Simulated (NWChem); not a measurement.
# One shape, several levels: CH5AsSi (SMILES C1[SiH2][AsH]1)

Wanted: a comparison of 3 runs (HF/STO-3G, HF/3-21G, B3LYP/6-31G*) of CH5AsSi. 

Program for the calculation: NWChem 7.3.0.

2 further runs of the same task are left out: 2 set aside as unsound or not needed. Runs told in other sessions of the task aren't counted.

## 1. The molecule

CH5AsSi: 8 atoms, total charge 0, spin state singlet. As SMILES, `C1[SiH2][AsH]1`. The coordinates come from a PBE0-D4/def2-TZVP relaxation.

Bond lengths: C1–Si2 1.843 Å, C1–As3 2.046 Å, Si2–As3 2.317 Å, C1–H4 1.084 Å, C1–H5 1.086 Å, Si2–H6 1.480 Å, Si2–H7 1.479 Å, As3–H8 1.526 Å. Some angles: C1–Si2–As3 57.6°, Si2–C1–As3 72.9°, C1–As3–Si2 49.5°, C1–Si2–H6 117.5°, C1–Si2–H7 118.2°, As3–Si2–H6 118.8°, As3–Si2–H7 119.8°, Si2–C1–H4 121.0°, Si2–C1–H5 118.1°, As3–C1–H4 114.8°.

## 2. Energy and forces at HF/STO-3G (run 1)

File run.py:

```python
from ase import Atoms
from ase.calculators.nwchem import NWChem

atoms = Atoms(['C', 'Si', 'As', 'H', 'H', 'H', 'H', 'H'], positions=[
    [-0.770300, 0.017900, -0.576000],
    [0.707800, 0.663100, 0.315700],
    [-0.538100, -1.122700, 1.107200],
    [-0.667200, -0.524000, -1.509300],
    [-1.690700, 0.591800, -0.522300],
    [0.581300, 1.973900, 0.990500],
    [2.040800, 0.422300, -0.277100],
    [0.428400, -2.079400, 0.415600],
])

calc = NWChem(
    label='geom',
    theory='scf',
    memory='2200 mb',
    basis='STO-3G',
    basispar='spherical bse',
    scf={'nopen': '0', 'rhf': None, 'thresh': '1e-08', 'maxiter': '80', 'print': 'low'},
)
atoms.calc = calc

forces = atoms.get_forces()
print("Total energy (eV):", round(atoms.get_potential_energy(), 6))
print("forces (eV/A):")
for s, f in zip(atoms.symbols, forces):
    print(f"{s:2s} {f[0]:10.5f} {f[1]:10.5f} {f[2]:10.5f}")
```

On the command line:

```console
$ export ASE_NWCHEM_COMMAND="nwchem PREFIX.nwi > PREFIX.nwo"
$ python run.py
```

Log:

```text
Total energy (eV): -68985.563139
forces (eV/A):
C     0.03162   -0.84337    1.32222
Si    0.18517    0.12259    0.68139
As    1.97502    0.80486   -2.40455
H    -0.06243    0.25968    0.14712
H     0.33666   -0.07389   -0.27763
H     0.15313   -1.34479   -0.81761
H    -1.41154    0.26143    0.59213
H    -1.20765    0.81339    0.75693
```

The calculator wrote geom.nwi:

```
title "geom"

permanent_dir geom

scratch_dir geom

start geom

geometry units angstrom nocenter noautosym noautoz
  C  -7.7029999999999998e-01 1.7899999999999999e-02 -5.7599999999999996e-01
  Si 7.0779999999999998e-01 6.6310000000000002e-01 3.1569999999999998e-01
  As -5.3810000000000002e-01 -1.1227000000000000e+00 1.1072000000000000e+00
  H  -6.6720000000000002e-01 -5.2400000000000002e-01 -1.5093000000000001e+00
  H  -1.6907000000000001e+00 5.9179999999999999e-01 -5.2229999999999999e-01
  H  5.8130000000000004e-01 1.9739000000000000e+00 9.9050000000000005e-01
  H  2.0407999999999999e+00 4.2230000000000001e-01 -2.7710000000000001e-01
  H  4.2840000000000000e-01 -2.0794000000000001e+00 4.1560000000000002e-01
end

memory 2200 mb

basis spherical bse noprint
   * library STO-3G
end

scf
  nopen 0
  rhf
  thresh 1e-08
  maxiter 80
  print low
end

task scf gradient
```

geom.nwo:

```text
Northwest Computational Chemistry Package (NWChem) 7.3.0
             --------------------------------------------------------

           Job information
           ---------------

    nwchem branch   = 7.3.0
    use scalapack   = T
    input           = geom.nwi
    prefix          = geom.
    data base       = geom/geom.db
    status          = startup
    nproc           =        1

           Memory information
           ------------------

    heap     =     72089594 doubles =      550.0 Mbytes
    stack    =     72089599 doubles =      550.0 Mbytes
    global   =    144179200 doubles =     1100.0 Mbytes (distinct from heap & stack)
    total    =    288358393 doubles =     2200.0 Mbytes
    verify   = yes
    hardfail = no

[... 38 lines left out ...]
            Nuclear Dipole moment (a.u.)
[... 74 lines left out ...]
       Final RHF  results
       ------------------

         Total SCF energy =  -2535.172705921145
      One-electron energy =  -4042.535825931958
      Two-electron energy =   1261.795210317986
 Nuclear repulsion energy =    245.567909692827

        Time for solution =      2.0s

                              NWChem Gradients Module
                              -----------------------

                         RHF ENERGY GRADIENTS

    atom               coordinates                        gradient
                 x          y          z           x          y          z
   1 C      -1.455656   0.033826  -1.088482   -0.000615   0.016401  -0.025713
   2 Si      1.337548   1.253077   0.596586   -0.003601  -0.002384  -0.013251
   3 As     -1.016862  -2.121595   2.092305   -0.038408  -0.015652   0.046761
[... 4 lines of this table left out ...]
   8 H       0.809559  -3.929496   0.785370    0.023485  -0.015818  -0.014720

 Task  times  cpu:        3.0s     wall:        3.0s
 Total times  cpu:        3.0s     wall:        3.0s
```

Wall time 4.2 s (1 thread of Intel Xeon 6975P-C (Granite Rapids), shared host); peak memory 0.1 GiB.

## 3. Energy and gradient at HF/3-21G (run 2)

File geom.nw:

```
start geom
title "CH5AsSi"
memory total 2200 mb
geometry noautosym nocenter noautoz
 C       -0.770300       0.017900      -0.576000
 Si       0.707800       0.663100       0.315700
 As      -0.538100      -1.122700       1.107200
 H       -0.667200      -0.524000      -1.509300
 H       -1.690700       0.591800      -0.522300
 H        0.581300       1.973900       0.990500
 H        2.040800       0.422300      -0.277100
 H        0.428400      -2.079400       0.415600
end
basis spherical bse
 * library 3-21G
end
scf
 thresh 1e-08
 maxiter 80
end
task scf gradient
```

On the command line:

```console
$ nwchem geom.nw > geom.out
```

Log:

```text
[...]
  functions       =    54
[...]
  wavefunction    = RHF
[...]
         Total SCF energy =  -2551.337942048022
      One-electron energy =  -4047.050141050268
      Two-electron energy =   1250.144289309419
 Nuclear repulsion energy =    245.567909692827
        Time for solution =      2.6s
[...]
                         RHF ENERGY GRADIENTS
    atom               coordinates                        gradient
                 x          y          z           x          y          z
   1 C      -1.455656   0.033826  -1.088482    0.020130   0.010957   0.007697
   2 Si      1.337548   1.253077   0.596586   -0.025488  -0.028718  -0.001049
   3 As     -1.016862  -2.121595   2.092305    0.008220   0.016480  -0.004149
   4 H      -1.260825  -0.990216  -2.852163    0.000233  -0.005516  -0.004902
   5 H      -3.194960   1.118340  -0.987004   -0.006980   0.002146   0.002651
   6 H       1.098498   3.730130   1.871774    0.000186   0.000737   0.001079
   7 H       3.856553   0.798031  -0.523643    0.001052   0.000475  -0.000410
   8 H       0.809559  -3.929496   0.785370    0.002646   0.003439  -0.000917
[...]
```

It took 4.8 s on 1 thread of Intel Xeon 6975P-C (Granite Rapids), shared host; peak memory 0.098 GiB.

## 4. Energy and forces at B3LYP/6-31G(d) (Cartesian functions) (run 3)

File job.nw:

```
start job
title "CH5AsSi"
memory stack 880 mb heap 220 mb global 1100 mb

geometry units angstrom noautosym nocenter noautoz
C     -0.770300     0.017900    -0.576000
Si     0.707800     0.663100     0.315700
As    -0.538100    -1.122700     1.107200
H     -0.667200    -0.524000    -1.509300
H     -1.690700     0.591800    -0.522300
H      0.581300     1.973900     0.990500
H      2.040800     0.422300    -0.277100
H      0.428400    -2.079400     0.415600
end

basis
* library 6-31G*
end

dft
xc b3lyp
grid xfine
convergence energy 1e-08
iterations 100
mulliken
noprint "final vectors analysis"
end

task dft gradient
```

On the command line:

```console
$ nwchem job.nw > job.out
```

Log:

```text
[...]
          Wavefunction type:  closed shell.
          No. of atoms     :     8
          No. of electrons :    58
[...]
          Charge           :     0
          Spin multiplicity:     1
[...]
          AO basis - number of functions:    79
[...]
              XC Information
              --------------
                         B3LYP Method XC Potential
                     Hartree-Fock (Exact) Exchange  0.200
                        Slater Exchange Functional  0.800 local
                    Becke 1988 Exchange Functional  0.720 non-local
              Lee-Yang-Parr Correlation Functional  0.810
                  VWN I RPA Correlation Functional  0.190 local
[...]
 d= 0,ls=0.0,diis     1  -2566.1793821742 -2.81D+03  9.41D-03  1.25D+00     3.5
[...]
 d= 0,ls=0.0,diis    10  -2566.2133712074 -1.83D-09  1.95D-07  4.36D-10    27.8
         Total DFT energy =    -2566.213371207377
      One electron energy =    -4058.970356979933
           Coulomb energy =     1358.466391353475
    Exchange-Corr. energy =     -111.277315273746
 Nuclear repulsion energy =      245.567909692827
[...]
      Total Density - Mulliken Population Analysis
     ---------------------------------------------
    Atom       Charge   Shell Charges
 -----------   ------   -------------------------------------------------------
    1 C    6     6.54   1.99  0.68  2.06  0.67  1.11  0.02
    2 Si  14    13.70   2.00  1.99  5.96  1.03  1.91  0.26  0.42  0.12
    3 As  33    33.08   2.00  1.99  6.00  1.93  5.98  1.48  2.47  0.38  0.65  6.96  2.97  0.27
    4 H    1     0.81   0.52  0.29
    5 H    1     0.81   0.52  0.29
    6 H    1     1.05   0.51  0.54
    7 H    1     1.04   0.51  0.54
    8 H    1     0.97   0.48  0.49
[...]
  wavefunction    = closed shell
                         DFT ENERGY GRADIENTS
    atom               coordinates                        gradient
                 x          y          z           x          y          z
   1 C      -1.455656   0.033826  -1.088482    0.003513  -0.001620   0.006051
   2 Si      1.337548   1.253077   0.596586   -0.007253  -0.007297  -0.001151
   3 As     -1.016862  -2.121595   2.092305    0.004806   0.006784  -0.009714
   4 H      -1.260825  -0.990216  -2.852163    0.000371   0.000777   0.002173
   5 H      -3.194960   1.118340  -0.987004    0.001722  -0.000988   0.000607
   6 H       1.098498   3.730130   1.871774   -0.000311  -0.000808   0.000061
   7 H       3.856553   0.798031  -0.523643   -0.000758  -0.000229   0.000264
   8 H       0.809559  -3.929496   0.785370   -0.002090   0.003381   0.001708
[...]
```

Run time: 38 s. Hardware: 1 thread of Intel Xeon 6975P-C (Granite Rapids), shared host; peak memory 0.14 GiB.

## 5. All runs side by side

```csv
run,level,Cartesian functions,iteration cap,energy (Eh),largest force (eV/Å),wall time
1,HF/STO-3G,no,80,-2535.172706,3.214,4.2 s
2,HF/3-21G,no,80,-2551.337942,1.975,4.8 s
3,B3LYP/6-31G* (Cartesian functions),yes,100,-2566.213371,0.657,38 s
```

## 6. Outcome

```
                       quantity           value
            run 3: total energy  -2566.21337 Eh
           run 3: dipole moment          1.15 D
run 3: largest force on an atom      0.657 eV/Å
```

In words: In run 1 the basis is minimal, so the values are rough. All runs together took 47 s, the longest 38 s.
